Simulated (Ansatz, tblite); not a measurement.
**Al(OPMe3)F3 (C3H9AlF3OP): rung by rung**

The task here is to estimate one member of a computed series from the others.

The runs use Ansatz 0.2.0, Gaussian basis; as each input shows.

The runs, in order: GFN1-xTB, GFN2-xTB, PBE-D4/def2-TZVP, r2SCAN-D4/def2-TZVP, BLYP-D4/def2-TZVP, PBE-QIDH/def2-TZVP, revPBE-D4/def2-TZVP, PBE-D4/def2-SVP, PBE0-D4/def2-SVP, HF/STO-3G, PBE0-D4/def2-TZVPD, PBE-D4/def2-TZVPD, BLYP-D4/def2-TZVPD, CCSD(T)/def2-SVP, MP2/def2-TZVP, RPA/def2-TZVP.

3 further runs of the same task are left out: 1 that didn't finish, 2 set aside as unsound or not needed.

**The structure**

The singlet was relaxed beforehand with PBE-D4/def2-SVP.

18 atoms, charge 0, spin multiplicity 1.

Bond lengths: Al1–O2 1.857 Å, Al1–F16 1.682 Å, Al1–F17 1.724 Å, Al1–F18 1.682 Å, O2–P3 1.564 Å, P3–C4 1.811 Å, P3–C5 1.811 Å, P3–C6 1.811 Å, C4–H7 1.107 Å, C4–H8 1.109 Å, C4–H9 1.107 Å, C5–H10 1.107 Å, C5–H11 1.108 Å, C5–H12 1.107 Å, C6–H13 1.109 Å, C6–H14 1.107 Å, C6–H15 1.107 Å. Angles: O2–Al1–F16 107.3°, O2–Al1–F17 98.1°, O2–Al1–F18 107.1°, F16–Al1–F17 112.8°, F16–Al1–F18 117.1°, F17–Al1–F18 112.4°, Al1–O2–P3 122.5°, O2–P3–C4 111.5°, O2–P3–C5 107.5°, O2–P3–C6 111.6°, C4–P3–C5 108.9°, C4–P3–C6 108.3°, C5–P3–C6 108.9°, P3–C4–H7 111.5°, P3–C4–H8 105.5°, P3–C4–H9 109.1°, H7–C4–H8 110.9°, H7–C4–H9 110.1° and more.

As a file:

```tsv
atom	x (Å)	y (Å)	z (Å)
Al1	0.78734	-1.14842	-2.22601
O2	0.78388	-1.11237	-0.36936
P3	0.01951	-0.01979	0.44722
C4	0.66778	1.63701	0.10970
C5	0.24918	-0.39428	2.20428
C6	-1.75237	-0.02426	0.07276
H7	0.14041	2.40844	0.70389
H8	0.51291	1.80056	-0.97586
H9	1.75138	1.65534	0.33683
H10	1.33261	-0.38728	2.43298
H11	-0.27155	0.34880	2.83930
H12	-0.15037	-1.40645	2.40937
H13	-1.82905	0.20341	-1.00958
H14	-2.16136	-1.03448	0.26855
H15	-2.29576	0.73074	0.67358
F16	2.38553	-0.99233	-2.72548
F17	-0.14112	0.27832	-2.49794
F18	-0.02891	-2.54294	-2.69422
```

PBE0-D4/def2-TZVP was run before; its log isn't repeated, and its numbers join the tables.

The first run:

Tight binding, by tblite at 300 K electronic temperature and without a spin-polarisation term:

```python
tblite.interface.Calculator('GFN1-xTB', numbers, positions, charge=0, uhf=0).singlepoint()
```

Tight binding, by tblite at 300 K electronic temperature and without a spin-polarisation term:

```python
tblite.interface.Calculator('GFN2-xTB', numbers, positions, charge=0, uhf=0).singlepoint()
```

start.molden holds the orbitals of an earlier run on this state, given as this run's starting guess.

The input, in.yaml:

```yaml
crystal:
  periodic: [false, false, false]
  atoms:
    - {symbol: Al, position_ang: [0.787337, -1.148419, -2.226012]}
    - {symbol: O, position_ang: [0.783877, -1.112375, -0.369359]}
    - {symbol: P, position_ang: [0.019507, -0.019794, 0.447218]}
    - {symbol: C, position_ang: [0.667783, 1.637014, 0.109703]}
    - {symbol: C, position_ang: [0.249181, -0.394276, 2.204283]}
    - {symbol: C, position_ang: [-1.752366, -0.024262, 0.072755]}
    - {symbol: H, position_ang: [0.140406, 2.408441, 0.703891]}
    - {symbol: H, position_ang: [0.512913, 1.800564, -0.975863]}
    - {symbol: H, position_ang: [1.751377, 1.655342, 0.336832]}
    - {symbol: H, position_ang: [1.332609, -0.387284, 2.432978]}
    - {symbol: H, position_ang: [-0.271555, 0.348799, 2.839298]}
    - {symbol: H, position_ang: [-0.150373, -1.406449, 2.409365]}
    - {symbol: H, position_ang: [-1.829049, 0.203414, -1.009583]}
    - {symbol: H, position_ang: [-2.161360, -1.034484, 0.268548]}
    - {symbol: H, position_ang: [-2.295756, 0.730741, 0.673575]}
    - {symbol: F, position_ang: [2.385533, -0.992332, -2.725482]}
    - {symbol: F, position_ang: [-0.141122, 0.278318, -2.497937]}
    - {symbol: F, position_ang: [-0.028913, -2.542938, -2.694220]}
basis:
  gaussian: {orbitals: def2-TZVP, initial_orbitals: start.molden}
hamiltonian: {xc: pbe, dispersion: d4}
scf: {omitted_lower_state_checks: [starts]}
output: {orbitals: {seedname: orbitals}}
```

Run with:

```sh
> ansatz run in.yaml --threads 4 --pin off --events-out ev --progress --plain --max-ram 4787MiB
```

Steps of the session up to this table: PBE-D4/def2-TZVP; r2SCAN-D4/def2-TZVP; BLYP-D4/def2-TZVP; PBE-QIDH/def2-TZVP; revPBE-D4/def2-TZVP; PBE-D4/def2-SVP; PBE0-D4/def2-SVP; HF/STO-3G; PBE0-D4/def2-TZVPD; PBE-D4/def2-TZVPD; BLYP-D4/def2-TZVPD; CCSD(T)/def2-SVP; MP2/def2-TZVP; RPA/def2-TZVP.

One of the session's tables, all rows but one given; the rest of the session is left out.

| method | binding an atom (eV) |
| --- | --- |
| HF/STO-3G | 3.331 |
| HF/def2-SVP | 3.128 |
| HF/def2-TZVP | 3.131 |
| PBE-D4/def2-SVP | 4.265 |
| PBE-D4/def2-TZVP | 4.262 |
| PBE-D4/def2-TZVPD | 4.261 |
| revPBE-D4/def2-TZVP | 4.161 |
| BLYP-D4/def2-TZVP | 4.193 |
| BLYP-D4/def2-TZVPD | 4.192 |
| r2SCAN-D4/def2-TZVP | ? |
| PBE0-D4/def2-SVP | 4.181 |
| PBE0-D4/def2-TZVP | 4.185 |
| PBE0-D4/def2-TZVPD | 4.186 |
| MP2/def2-SVP | 4.043 |
| MP2/def2-TZVP | 4.162 |
| CCSD/def2-SVP | 3.929 |
| CCSD(T)/def2-SVP | 3.964 |

Q: Estimate the row for r2SCAN-D4/def2-TZVP from the others.

As computed: binding an atom (eV): 4.219. In the column «binding an atom (eV)» it lies between BLYP-D4/def2-TZVP (4.193) and PBE-D4/def2-TZVPD (4.261).

Among the levels timed on like hardware and quicker than the yardstick, those that no quicker one beats, quickest first: HF/STO-3G (1.2 s, -0.634 eV); PBE-D4/def2-SVP (4.5 s, +0.300 eV); PBE0-D4/def2-SVP (7.5 s, +0.217 eV); revPBE-D4/def2-TZVP (11 s, +0.197 eV).

To keep in mind: Free atoms were run apart at each level; binding is atoms less cluster, divided by the number of atoms, without zero-point or spin-orbit terms. The yardstick is in a double-zeta basis, so levels in larger sets aren't compared like for like. CCSD(T)/def2-SVP isn't at the basis-set limit; small misses against it rank nothing.
